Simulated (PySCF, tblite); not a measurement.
**AlH4O4 radical, an adsorbate on a surface model (alumina monomer): interaction energy and infrared bands**

Wanted: the interaction energy and infrared bands for `[OH][Al]([OH])[OH]` with `[OH]`.

Programs: tblite 0.8.0 and PySCF 2.14.0. All values are calculated, for the isolated system unless a continuum is named. Atoms count from 0, parts from 1.

## (1) The system as given

9 atoms, charge 0, multiplicity 2; geometry: rigid parts in contact. Parts: 1 = atoms 0–6, `[OH][Al]([OH])[OH]`, charge 0; 2 = atoms 7–8, `[OH]`, charge 0.

## (2) Search for minima with GFN2-xTB

What the job is given:

```
{"job": {"kind": "dock", "xc": "GFN2-xTB", "basis": "xTB"}, "charge": 0, "multiplicity": 2, "parts": [{"atoms": "0-6", "charge": 0, "multiplicity": 1}, {"atoms": "7-8", "charge": 0, "multiplicity": 2}]}
O     -1.474936    -0.032451     0.759390
Al     0.000022    -0.000025    -0.000070
O      0.199123    -0.765553    -1.458775
O      1.275831     0.797677     0.699356
H     -1.828194     0.315514     1.566125
H     -0.353394    -1.270807    -2.038569
H      2.181549     0.955645     0.472543
O      0.891628    -1.289907     2.492130
H      1.271063    -1.158063     3.367719
```

Method: GFN2-xTB search for minima from random contacts, gas phase.

Command:

```console
> OMP_NUM_THREADS=1 python cluster_run.py task.json out
```

One launch serves the whole session: the jobs run in the order shown.

**Question.** The jobs that follow are: PBE0-D3(BJ)/def2-SVPD geometry optimisation, gas phase; wB97M-D3(BJ)/def2-SVPD interaction energy, counterpoise and uncorrected, gas phase; PBE0-D3(BJ)/def2-SVPD interaction energy, counterpoise and uncorrected, gas phase; PBE0-D3(BJ)/def2-SVPD harmonic vibrations by differences of gradients, gas phase. Predict: binding energy (GFN2-xTB); point group; rotational constants (main isotopes); interaction energy, counterpoise (wB97M-D3(BJ)/def2-SVPD); superposition error; binding energy (with deformation); strongest single infrared mode (PBE0-D3(BJ)/def2-SVPD).

**Answer**, as computed:

```
                                                   quantity                      value
                                  binding energy (GFN2-xTB)            -50.48 kcal/mol
                                                point group                         C2
                       rotational constants (main isotopes)       4.07, 3.70, 2.84 GHz
  interaction energy, counterpoise (wB97M-D3(BJ)/def2-SVPD)            -39.48 kcal/mol
                                        superposition error              1.71 kcal/mol
                          binding energy (with deformation)            -24.21 kcal/mol
     strongest single infrared mode (PBE0-D3(BJ)/def2-SVPD)                   560 cm⁻¹
range of the interaction energy over the runs of this table  -43.58 to -39.48 kcal/mol
```

In words: On relaxing, metal atoms bound new neighbours (Al1–O7). In the one minimum found, at its xTB geometry, the leading contact, judged by the atoms' radii, is Al1···O7 (bond, 1.70 Å). A later relaxation moves these distances. The start of the PBE0/def2-SVPD relaxation was shaken at random by about 0.01 Å, so part of the energy gained, and of the first lengths quoted, undoes that. The optimisation took 19 steps and gained 0.938 eV; among the close pairs (by a distance rule), Al1–O7 changed most, from 1.699 to 1.831 Å. Of the attraction, orbital 63 %, electrostatic 36 %, dispersion 1 %; Pauli repulsion takes back 107.1 kcal/mol. Tight binding gave -50.48 kcal/mol, far from this level. No mode is imaginary at PBE0-D3(BJ)/def2-SVPD; the softest lies at 135 cm⁻¹. The interaction energy runs from -43.58 (PBE0-D3(BJ)/def2-SVPD) to -39.48 kcal/mol (wB97M-D3(BJ)/def2-SVPD).
